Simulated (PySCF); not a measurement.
# C2H7FSn: the cost of one run

Computed with PySCF 2.14.0 and routines of our own; the level stands in each step. Atoms count from 0.

## 1. The system as given

11 atoms, charge 0, multiplicity 1; geometry from: GFN2-xTB.

## 2. Optimising the geometry at PBE0-D3(BJ)/def2-SVP

Job settings and geometry (Å):

```
{"job": {"xc": "PBE0", "basis": "def2-SVP", "d3": "d3bj", "grid": 1, "maxiter": 30, "shake": 0.01, "kind": "geom"}, "charge": 0, "multiplicity": 1}
C     -1.466630    -0.362250    -0.044140
C     -0.396250     0.689670     0.081790
F     -0.544630     1.343680     1.282250
Sn     1.673150    -0.168980    -0.074540
H     -2.461760     0.138530     0.032190
H     -1.426570    -0.817910    -1.020320
H     -1.392270    -1.089890     0.733070
H     -0.483820     1.476500    -0.683040
H      1.915460    -0.711830    -1.602920
H      2.810450     0.945450     0.310840
H      1.810980    -1.468790     0.969170
```

Launch:

```
OMP_NUM_THREADS=1 python heavy_run.py task.json out
```

The driver reads the jobs from task.json and runs them one after another.

**Question.** How long does this first job take on 1 thread of Arm Neoverse V1, shared host, and how much memory does it need?

About 26 s, with a peak of 0.43 GiB.
